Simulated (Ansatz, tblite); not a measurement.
**The cluster In₃H₁₁O₁₀: charged states by level of theory**

What does removing or adding an electron cost or gain for the cluster In₃H₁₁O₁₀? Each charged state is run at several levels.

Computed with Ansatz 0.2.0, Gaussian basis. Level: as each input shows.

Levels to be run: charge +1 doublet, at the geometry of the singlet (PBE0-D4/def2-TZVP, PBE-D4/def2-TZVP, HSE06-D4/def2-TZVP); charge -1 doublet, at the geometry of the singlet (PBE0-D4/def2-TZVP, PBE-D4/def2-TZVP, HSE06-D4/def2-TZVP); the starting singlet's energies come from earlier runs.

2 further runs of the same task are left out: 2 set aside as unsound or not needed.

### Step 1. The relaxed structure

The singlet was relaxed beforehand with r2SCAN-D4/def2-SVP.

24 atoms, charge 0, spin multiplicity 1.

Atoms are counted from 1 here; the program's logs count them from 0.

Bond lengths: In1–O5 2.225 Å, In1–O7 1.999 Å, In1–O8 2.154 Å, In1–O9 2.183 Å, In1–O10 2.177 Å, In2–O8 2.190 Å, In2–O10 2.224 Å, In2–O11 2.008 Å, In2–O12 2.253 Å, In2–O13 2.086 Å, In3–O4 2.345 Å, In3–O5 2.128 Å, In3–O6 2.023 Å, In3–O9 2.090 Å, In3–O12 2.149 Å, O4–H14 0.969 Å, O4–H15 0.978 Å, O5–H16 0.966 Å and more. Angles: O5–In1–O7 102.0°, O5–In1–O8 84.7°, O5–In1–O9 73.7°, O5–In1–O10 144.7°, O7–In1–O8 129.0°, O7–In1–O9 128.5°, O7–In1–O10 113.3°, O8–In1–O9 102.1°, O8–In1–O10 73.3°, O9–In1–O10 84.2°, O8–In2–O10 71.7°, O8–In2–O11 111.4°, O8–In2–O12 77.0°, O8–In2–O13 132.0°, O10–In2–O11 119.3°, O10–In2–O12 126.2°, O10–In2–O13 87.1°, O11–In2–O12 112.3° and more.

Geometry (Å):

```mol
H11In3O10
  3D, bonds by distance, orders not assigned

 24 26  0  0  0  0  0  0  0  0999 V2000
   -1.6982    0.4659   -0.7869 In  0  0
    0.6942    2.0634    0.5418 In  0  0
    0.5893   -1.5838    0.3192 In  0  0
    0.5261   -3.4263   -1.1292 O   0  0
   -1.5361   -1.4874    0.2651 O   0  0
    1.3575   -3.1724    1.3090 O   0  0
   -3.4538    0.2877   -1.7264 O   0  0
   -1.2738    1.3174    1.1460 O   0  0
    0.2353   -0.3758   -1.3496 O   0  0
   -0.7207    2.3777   -1.1453 O   0  0
    1.2566    3.6332    1.6599 O   0  0
    1.1797    0.0946    1.5236 O   0  0
    2.0687    1.3860   -0.8742 O   0  0
   -0.4052   -3.5928   -1.3402 H   0  0
    0.7607   -4.0410   -0.4061 H   0  0
   -2.1307   -1.7158    0.9907 H   0  0
    1.6373   -2.9786    2.2132 H   0  0
   -3.7526    1.1643   -2.0081 H   0  0
   -1.1642    0.6696    1.8576 H   0  0
    0.9812    0.3054   -1.4241 H   0  0
   -0.2162    2.3926   -1.9725 H   0  0
    0.4670    4.0547    2.0284 H   0  0
    2.1301    0.0758    1.7175 H   0  0
    2.4676    2.0856   -1.4092 H   0  0
  1  5  8  0
  1  7  8  0
  1  8  8  0
  1  9  8  0
  1 10  8  0
  2  8  8  0
  2 10  8  0
  2 11  8  0
  2 12  8  0
  2 13  8  0
  3  4  8  0
  3  5  8  0
  3  6  8  0
  3  9  8  0
  3 12  8  0
  4 14  8  0
  4 15  8  0
  5 16  8  0
  6 17  8  0
  7 18  8  0
  8 19  8  0
  9 20  8  0
 10 21  8  0
 11 22  8  0
 12 23  8  0
 13 24  8  0
M  END
```

In takes a core potential in the def2 sets. No spin-orbit coupling is included.

### Step 2. Charge +1 doublet at the fixed geometry, PBE0-D4/def2-TZVP

Input file in.yaml:

```yaml
crystal:
  periodic: [false, false, false]
  atoms:
    - {symbol: In, position_ang: [-1.698159, 0.465940, -0.786916]}
    - {symbol: In, position_ang: [0.694234, 2.063368, 0.541802]}
    - {symbol: In, position_ang: [0.589315, -1.583764, 0.319184]}
    - {symbol: O, position_ang: [0.526133, -3.426283, -1.129211]}
    - {symbol: O, position_ang: [-1.536112, -1.487383, 0.265079]}
    - {symbol: O, position_ang: [1.357505, -3.172372, 1.308965]}
    - {symbol: O, position_ang: [-3.453771, 0.287660, -1.726444]}
    - {symbol: O, position_ang: [-1.273850, 1.317370, 1.145985]}
    - {symbol: O, position_ang: [0.235263, -0.375825, -1.349612]}
    - {symbol: O, position_ang: [-0.720665, 2.377691, -1.145281]}
    - {symbol: O, position_ang: [1.256579, 3.633208, 1.659861]}
    - {symbol: O, position_ang: [1.179743, 0.094643, 1.523559]}
    - {symbol: O, position_ang: [2.068743, 1.385979, -0.874195]}
    - {symbol: H, position_ang: [-0.405226, -3.592817, -1.340200]}
    - {symbol: H, position_ang: [0.760666, -4.040994, -0.406053]}
    - {symbol: H, position_ang: [-2.130690, -1.715830, 0.990681]}
    - {symbol: H, position_ang: [1.637344, -2.978582, 2.213171]}
    - {symbol: H, position_ang: [-3.752643, 1.164309, -2.008095]}
    - {symbol: H, position_ang: [-1.164159, 0.669625, 1.857591]}
    - {symbol: H, position_ang: [0.981207, 0.305436, -1.424102]}
    - {symbol: H, position_ang: [-0.216160, 2.392595, -1.972451]}
    - {symbol: H, position_ang: [0.467028, 4.054679, 2.028415]}
    - {symbol: H, position_ang: [2.130050, 0.075751, 1.717460]}
    - {symbol: H, position_ang: [2.467633, 2.085585, -1.409185]}
basis:
  gaussian: {orbitals: def2-TZVP, fitting: {mean_field: def2-universal-jkfit}}
total_charge: 1
magnetization: {spin_polarized: true, initial_magnetization: 1}
hamiltonian: {xc: pbe0, dispersion: d4}
scf: {omitted_lower_state_checks: [starts]}
output: {orbitals: {seedname: orbitals}}
```

On the command line:

```bash
ansatz run in.yaml --threads 2 --pin off --events-out ev --progress --plain --max-ram 32768MiB --backend cuda --devices 0, --max-vram 18GiB
```

Log:

```text
Functional definition: PBE0
  name "PBE0"
  cite "Adamo & Barone, J. Chem. Phys. 110, 6158 (1999) doi:10.1063/1.478522"
  cite "Perdew, Burke & Ernzerhof, Phys. Rev. Lett. 77, 3865 (1996) doi:10.1103/PhysRevLett.77.3865"
  parent pbe
  parameter a = 0.25
  parameter kappa = 0.804
  parameter beta = 0.06672455060314922
  exchange = (1 - a)*pbe_x(kappa = kappa, mu = beta*pi^2/3) + a*exact_x
  correlation = pbe_c(beta = beta)
these checks for a lower state are left out or cut short: starts
1622 factors; integrals over basis functions are off by at most 8.8e-1 eV
mean field evaluation 1: about -36105.1418 eV, gradient 1.3e2 eV
mean field evaluation 2: about -35875.7731 eV, gradient 2.4e2 eV
mean field evaluation 4: about -36155.6125 eV, gradient 1.3e1 eV
mean field evaluation 8: about -36155.6126 eV, gradient 1.3e1 eV
mean field evaluation 16: about -36156.9961 eV, gradient 1.1e-1 eV
mean field evaluation 32: about -36157.0012 eV, gradient 1.5e-5 eV
mean field -36157.00121820 eV, -1328.7452866731 hartree, gradient 6.8e-6 eV, S^2 0.759301; 0 other end points of the search recorded, 0 dependent functions left out
reference -36157.00129984 eV, -1328.7452896735 hartree; 77, 76 occupied and 449, 450 virtual orbitals, 1622 factors
Total energy: -36157.70685752 eV, -1328.7712184399 hartree
Checks for a lower state left out: starts
```

Wall time 17 s (1 × H100 (card shared with other runs) with 2 threads of AMD EPYC 7R13, shared host); peak host memory 1.2 GiB.

From the report: HOMO -11.75 eV, LUMO -11.10 eV (over both spins); ⟨S²⟩ 0.759 (pure: 0.75).

### Step 3. Charge +1 doublet at the fixed geometry, PBE-D4/def2-TZVP

start.molden holds the orbitals of an earlier run on this state, given as this run's starting guess.

in.yaml: that of step 2 with these lines changed.

```diff
@@ -28,6 +28,6 @@
 basis:
-  gaussian: {orbitals: def2-TZVP, fitting: {mean_field: def2-universal-jkfit}}
+  gaussian: {orbitals: def2-TZVP, fitting: {mean_field: def2-universal-jkfit}, initial_orbitals: start.molden}
 total_charge: 1
 magnetization: {spin_polarized: true, initial_magnetization: 1}
-hamiltonian: {xc: pbe0, dispersion: d4}
+hamiltonian: {xc: pbe, dispersion: d4}
 scf: {omitted_lower_state_checks: [starts]}
```

The command is unchanged.

Log:

```text
Functional definition: PBE
  name "PBE"
  cite "Perdew, Burke & Ernzerhof, Phys. Rev. Lett. 77, 3865 (1996) doi:10.1103/PhysRevLett.77.3865"
  parent pbe
  parameter kappa = 0.804
  parameter beta = 0.06672455060314922
  exchange = pbe_x(kappa = kappa, mu = beta*pi^2/3)
  correlation = pbe_c(beta = beta)
these checks for a lower state are left out or cut short: starts
1622 factors; integrals over basis functions are off by at most 8.8e-1 eV
mean field evaluation 1: about -36158.0421 eV, gradient 1.2e1 eV
mean field evaluation 2: about -36158.5560 eV, gradient 6.6e-1 eV
mean field evaluation 4: about -36158.5787 eV, gradient 3.3e-1 eV
mean field evaluation 8: about -36158.5795 eV, gradient 6.2e-4 eV
mean field evaluation 16: about -36158.5795 eV, gradient 1.0e-3 eV
mean field -36158.57951341 eV, -1328.8032879525 hartree, gradient 4.1e-6 eV, S^2 0.752283; 0 other end points of the search recorded, 0 dependent functions left out
reference -36158.57962964 eV, -1328.8032922236 hartree; 77, 76 occupied and 449, 450 virtual orbitals, 1622 factors
Total energy: -36159.38815021 eV, -1328.8330048066 hartree
Checks for a lower state left out: starts
```

It took 8.5 s on 1 × H100 (card shared with other runs) with 2 threads of AMD EPYC 7R13, shared host; peak host memory 1.1 GiB.

HOMO -10.73 eV, LUMO -10.75 eV (over both spins; with the spin held, an empty level of the minority spin lies below the top filled one); ⟨S²⟩ 0.752 (pure: 0.75).

### Step 4. Charge +1 doublet at the fixed geometry, HSE06-D4/def2-TZVP

in.yaml: that of step 3 with these lines changed.

```diff
@@ -31,3 +31,3 @@
 magnetization: {spin_polarized: true, initial_magnetization: 1}
-hamiltonian: {xc: pbe, dispersion: d4}
+hamiltonian: {xc: hse06, dispersion: d4}
 scf: {omitted_lower_state_checks: [starts]}
```

The command is unchanged.

Log (excerpt; [...] marks lines left out):

```text
Functional definition: HSE06
  name "HSE06"
  cite "Heyd, Scuseria & Ernzerhof, J. Chem. Phys. 118, 8207 (2003) doi:10.1063/1.1564060"
  cite "Krukau, Vydrov, Izmaylov & Scuseria, J. Chem. Phys. 125, 224106 (2006) doi:10.1063/1.2404663"
  cite "Heyd & Scuseria, J. Chem. Phys. 120, 7274 (2004) doi:10.1063/1.1668634"
  cite "Ernzerhof & Perdew, J. Chem. Phys. 109, 3313 (1998) doi:10.1063/1.476928"
  cite "Perdew, Burke & Ernzerhof, Phys. Rev. Lett. 77, 3865 (1996) doi:10.1103/PhysRevLett.77.3865"
  parent pbe
[...]
  # The whole range is PBE's own exchange, as in plane waves. The composition of these papers is wPBEh.
[...]
1622 factors; integrals over basis functions are off by at most 8.8e-1 eV
1622 factors; integrals over basis functions are off by at most 1.8e-7 eV
[...]
mean field -36156.05478850 eV, -1328.7105060233 hartree, gradient 2.5e-6 eV, S^2 0.758996; 0 other end points of the search recorded, 0 dependent functions left out
reference -36156.05489689 eV, -1328.7105100066 hartree; 77, 76 occupied and 449, 450 virtual orbitals, 1622 factors
Total energy: -36156.72636392 eV, -1328.7351859649 hartree
Checks for a lower state left out: starts
```

Wall time 9 s (1 × H100 (card shared with other runs) with 2 threads of AMD EPYC 7R13, shared host); peak host memory 1.2 GiB.

HOMO -11.42 eV, LUMO -11.31 eV (over both spins); ⟨S²⟩ 0.759 (pure: 0.75).

### Step 5. Vertical ionisation energy

Charged state less starting state, singlet to doublet; the starting state's energies are those of its earlier runs.

| level | vertical ionisation energy (eV) | time |
| --- | --- | --- |
| PBE-D4/def2-TZVP | +8.64 | 17 s |
| PBE0-D4/def2-TZVP | +9.61 | 24 s |
| HSE06-D4/def2-TZVP | +9.52 | 20 s |

Times add the two runs; a level without a time comes out of a correlated run.

Beside −ε(HOMO) of the starting state:

| level | −ε(HOMO) (eV) | by difference (eV) | mismatch (eV) |
| --- | --- | --- | --- |
| PBE-D4/def2-TZVP | 6.17 | 8.64 | -2.47 |
| PBE0-D4/def2-TZVP | 7.87 | 9.61 | -1.75 |
| HSE06-D4/def2-TZVP | 7.45 | 9.52 | -2.07 |

### Step 6. Charge -1 doublet at the fixed geometry, PBE0-D4/def2-TZVP

in.yaml: that of step 4 with these lines changed.

```diff
@@ -28,6 +28,6 @@
 basis:
-  gaussian: {orbitals: def2-TZVP, fitting: {mean_field: def2-universal-jkfit}, initial_orbitals: start.molden}
-total_charge: 1
+  gaussian: {orbitals: def2-TZVP, fitting: {mean_field: def2-universal-jkfit}}
+total_charge: -1
 magnetization: {spin_polarized: true, initial_magnetization: 1}
-hamiltonian: {xc: hse06, dispersion: d4}
+hamiltonian: {xc: pbe0, dispersion: d4}
 scf: {omitted_lower_state_checks: [starts]}
```

Launched as before.

Log (excerpt; [...] marks lines left out):

```text
Functional definition: PBE0
  name "PBE0"
  cite "Adamo & Barone, J. Chem. Phys. 110, 6158 (1999) doi:10.1063/1.478522"
  cite "Perdew, Burke & Ernzerhof, Phys. Rev. Lett. 77, 3865 (1996) doi:10.1103/PhysRevLett.77.3865"
  parent pbe
[...]
1622 factors; integrals over basis functions are off by at most 8.8e-1 eV
[...]
mean field -36167.24416906 eV, -1329.1217081745 hartree, gradient 7.7e-5 eV, S^2 0.751683; 0 other end points of the search recorded, 0 dependent functions left out
reference -36167.24425769 eV, -1329.1217114314 hartree; 78, 77 occupied and 448, 449 virtual orbitals, 1622 factors
Total energy: -36168.00960455 eV, -1329.1498374097 hartree
Checks for a lower state left out: starts
```

Wall time 8 s (1 × H100 (card shared with other runs) with 2 threads of AMD EPYC 7R13, shared host); peak host memory 1.1 GiB.

From the report: HOMO 0.63 eV, LUMO 1.85 eV (over both spins); ⟨S²⟩ 0.752 (pure: 0.75). Doubts: highest occupied level lies above zero.

### Step 7. Charge -1 doublet at the fixed geometry, PBE-D4/def2-TZVP

in.yaml: that of step 6 with these lines changed.

```diff
@@ -28,6 +28,6 @@
 basis:
-  gaussian: {orbitals: def2-TZVP, fitting: {mean_field: def2-universal-jkfit}}
+  gaussian: {orbitals: def2-TZVP, fitting: {mean_field: def2-universal-jkfit}, initial_orbitals: start.molden}
 total_charge: -1
 magnetization: {spin_polarized: true, initial_magnetization: 1}
-hamiltonian: {xc: pbe0, dispersion: d4}
+hamiltonian: {xc: pbe, dispersion: d4}
 scf: {omitted_lower_state_checks: [starts]}
```

The command is unchanged.

Log:

```text
Functional definition: PBE
  name "PBE"
  cite "Perdew, Burke & Ernzerhof, Phys. Rev. Lett. 77, 3865 (1996) doi:10.1103/PhysRevLett.77.3865"
  parent pbe
  parameter kappa = 0.804
  parameter beta = 0.06672455060314922
  exchange = pbe_x(kappa = kappa, mu = beta*pi^2/3)
  correlation = pbe_c(beta = beta)
these checks for a lower state are left out or cut short: starts
1622 factors; integrals over basis functions are off by at most 8.8e-1 eV
mean field evaluation 1: about -36167.6890 eV, gradient 1.2e1 eV
mean field evaluation 2: about -36168.1463 eV, gradient 4.9e-1 eV
mean field evaluation 4: about -36168.1496 eV, gradient 1.0e-2 eV
mean field -36168.14957932 eV, -1329.1549813876 hartree, gradient 2.9e-5 eV, S^2 0.750410; 0 other end points of the search recorded, 0 dependent functions left out
reference -36168.14969079 eV, -1329.1549854843 hartree; 78, 77 occupied and 448, 449 virtual orbitals, 1622 factors
Total energy: -36169.02619601 eV, -1329.1871964569 hartree
Checks for a lower state left out: starts
```

It took 4.7 s on 1 × H100 (card shared with other runs) with 2 threads of AMD EPYC 7R13, shared host; peak host memory 1.1 GiB.

From the report: HOMO 0.84 eV, LUMO 0.99 eV (over both spins); ⟨S²⟩ 0.750 (pure: 0.75). Doubts: highest occupied level lies above zero.

### Step 8. Charge -1 doublet at the fixed geometry, HSE06-D4/def2-TZVP

in.yaml: that of step 7 with these lines changed.

```diff
@@ -31,3 +31,3 @@
 magnetization: {spin_polarized: true, initial_magnetization: 1}
-hamiltonian: {xc: pbe, dispersion: d4}
+hamiltonian: {xc: hse06, dispersion: d4}
 scf: {omitted_lower_state_checks: [starts]}
```

Launched as before.

Log (excerpt; [...] marks lines left out):

```text
Functional definition: HSE06
  name "HSE06"
  cite "Heyd, Scuseria & Ernzerhof, J. Chem. Phys. 118, 8207 (2003) doi:10.1063/1.1564060"
  cite "Krukau, Vydrov, Izmaylov & Scuseria, J. Chem. Phys. 125, 224106 (2006) doi:10.1063/1.2404663"
  cite "Heyd & Scuseria, J. Chem. Phys. 120, 7274 (2004) doi:10.1063/1.1668634"
  cite "Ernzerhof & Perdew, J. Chem. Phys. 109, 3313 (1998) doi:10.1063/1.476928"
  cite "Perdew, Burke & Ernzerhof, Phys. Rev. Lett. 77, 3865 (1996) doi:10.1103/PhysRevLett.77.3865"
  parent pbe
[...]
  # The whole range is PBE's own exchange, as in plane waves. The composition of these papers is wPBEh.
[...]
1622 factors; integrals over basis functions are off by at most 8.8e-1 eV
1622 factors; integrals over basis functions are off by at most 1.8e-7 eV
[...]
mean field -36166.23739061 eV, -1329.0847097489 hartree, gradient 2.6e-5 eV, S^2 0.751441; 0 other end points of the search recorded, 0 dependent functions left out
reference -36166.23750831 eV, -1329.0847140742 hartree; 78, 77 occupied and 448, 449 virtual orbitals, 1622 factors
Total energy: -36166.96544291 eV, -1329.1114651774 hartree
Checks for a lower state left out: starts
```

It took 6 s on 1 × H100 (card shared with other runs) with 2 threads of AMD EPYC 7R13, shared host; peak host memory 1.1 GiB.

From the report: HOMO 0.93 eV, LUMO 1.49 eV (over both spins); ⟨S²⟩ 0.751 (pure: 0.75). Doubts: highest occupied level lies above zero.

### Step 9. Vertical electron affinity

Starting state less charged state (positive: the electron is bound), singlet to doublet; the starting state's energies are those of its earlier runs.

| level | vertical electron affinity (eV) | time |
| --- | --- | --- |
| PBE-D4/def2-TZVP | +1.00 | 13 s |
| PBE0-D4/def2-TZVP | +0.69 | 15 s |
| HSE06-D4/def2-TZVP | +0.72 | 17 s |

Times add the two runs; a level without a time comes out of a correlated run.

Beside −ε(LUMO) of the starting state:

| level | −ε(LUMO) (eV) | by difference (eV) | mismatch (eV) |
| --- | --- | --- | --- |
| PBE-D4/def2-TZVP | 2.83 | 1.00 | +1.83 |
| PBE0-D4/def2-TZVP | 1.97 | 0.69 | +1.28 |
| HSE06-D4/def2-TZVP | 2.33 | 0.72 | +1.62 |

### Step 10. Outcome

| quantity | value |
| --- | --- |
| vertical ionisation energy, functionals in def2-TZVP | 8.64 (PBE-D4) to 9.61 eV (PBE0-D4) |
| vertical electron affinity, functionals in def2-TZVP | 0.69 (PBE0-D4) to 1.00 eV (PBE-D4) |

The vertical ionisation energy spans 8.64 to 9.61 eV over the functionals. −ε(HOMO) misses the level's own difference by -1.75 eV at best (PBE0-D4) and -2.47 eV at worst (PBE-D4). The vertical electron affinity spans 0.69 to 1.00 eV over the functionals. The anion's highest level lies above zero where self-interaction lifts it, so diffuse functions weigh on these values. −ε(LUMO) misses the level's own difference by +1.28 eV at best (PBE0-D4) and +1.83 eV at worst (PBE-D4).
